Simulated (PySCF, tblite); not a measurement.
# C2H9BN2O: geometry, infrared bands and NMR shifts

Aim: predict the infrared bands and NMR shifts of C2H9BN2O (`NC(=O)C[BH2-][NH3+]`).

Programs: tblite 0.8.0 and PySCF 2.14.0, with density-fitted response routines of our own. Each step states its level of theory. These are calculated values for one molecule in the gas phase, unless marked as measured. Atoms are numbered from 0 throughout.

## (1) The molecule as given

15 atoms, charge 0, multiplicity 1; geometry from: force field or distance geometry start.

Bonds of the start (Å): N0–C1 1.43, C1–O2 1.23, C1–C3 1.48, C3–B4 1.57, B4–N5 1.55, N0–H6 1.04, N0–H7 1.05, C3–H8 1.09, C3–H9 1.12, B4–H10 1.21, B4–H11 1.18, N5–H12 1.03, N5–H13 1.05, N5–H14 1.07.

## (2) Geometry optimisation with GFN2-xTB

The job: settings as JSON, then the geometry in Å.

```
{"job": {"kind": "relax", "xc": "GFN2-xTB", "basis": "xTB"}, "charge": 0, "multiplicity": 1}
N      2.684100     0.249800     0.185200
C      1.321700     0.656300     0.297000
O      0.993400     1.647300     0.946300
C      0.320600    -0.173300    -0.401000
B     -0.967100    -0.466300     0.451900
N     -2.188100    -0.051100    -0.406500
H      2.881100    -0.715500     0.520400
H      3.436700     0.871400    -0.188800
H      0.738200    -1.113800    -0.770000
H      0.029400     0.442400    -1.288800
H     -0.990600    -1.666900     0.621100
H     -1.025000     0.116300     1.475000
H     -2.884700     0.499600     0.117700
H     -2.549200    -0.882000    -0.928300
H     -1.805000     0.593900    -1.170200
```

Run with:

```
OMP_NUM_THREADS=1 python probes_run.py task.json out
```

The driver reads the jobs from task.json and runs them one after another.

**Question.** This job is followed by: GFN2-xTB harmonic vibrations, gas phase; GIAO PBE0/pcSseg-1 NMR shielding, non-relativistic, gas phase. What will the session give for the following? strongest single infrared mode (GFN2-xTB); zero-point energy (GFN2-xTB); ¹³C shifts against TMS (PBE0/pcSseg-1); ¹H shifts against TMS (PBE0/pcSseg-1, means over atoms taken as alike); ¹⁵N shifts against NH3 (PBE0/pcSseg-1); ¹⁷O shifts against H2O (PBE0/pcSseg-1); ¹¹B shifts against BF3·OEt2 (PBE0/pcSseg-1).

The runs gave:

```
                                                              quantity                             value
                             strongest single infrared mode (GFN2-xTB)             2879 cm⁻¹, 698 km/mol
                                          zero-point energy (GFN2-xTB)                     77.4 kcal/mol
                                ¹³C shifts against TMS (PBE0/pcSseg-1)                   189.9, 29.3 ppm
¹H shifts against TMS (PBE0/pcSseg-1, means over atoms taken as alike)  5.04, 4.63, 4.50, 2.10, 1.17 ppm
                                ¹⁵N shifts against NH3 (PBE0/pcSseg-1)                   117.5, 38.5 ppm
                                ¹⁷O shifts against H2O (PBE0/pcSseg-1)                         361.2 ppm
                           ¹¹B shifts against BF3·OEt2 (PBE0/pcSseg-1)                         -22.6 ppm
```

**Reading.** Relaxing lowered the energy by 1.799 eV in 140 steps; the close pair that moved most is C3–B4, from 1.572 to 1.663 Å. No mode is imaginary among the 39: a minimum at this level. The strongest single mode, at 2879 cm⁻¹, moves mainly H14. GFN2-xTB is a fitted tight-binding method: band positions and strengths are rough. Its intensities can rank the bands wrongly. At PBE0/pcSseg-1: The widest tensor belongs to O2: span 593 ppm, with a paramagnetic part of -429 ppm.
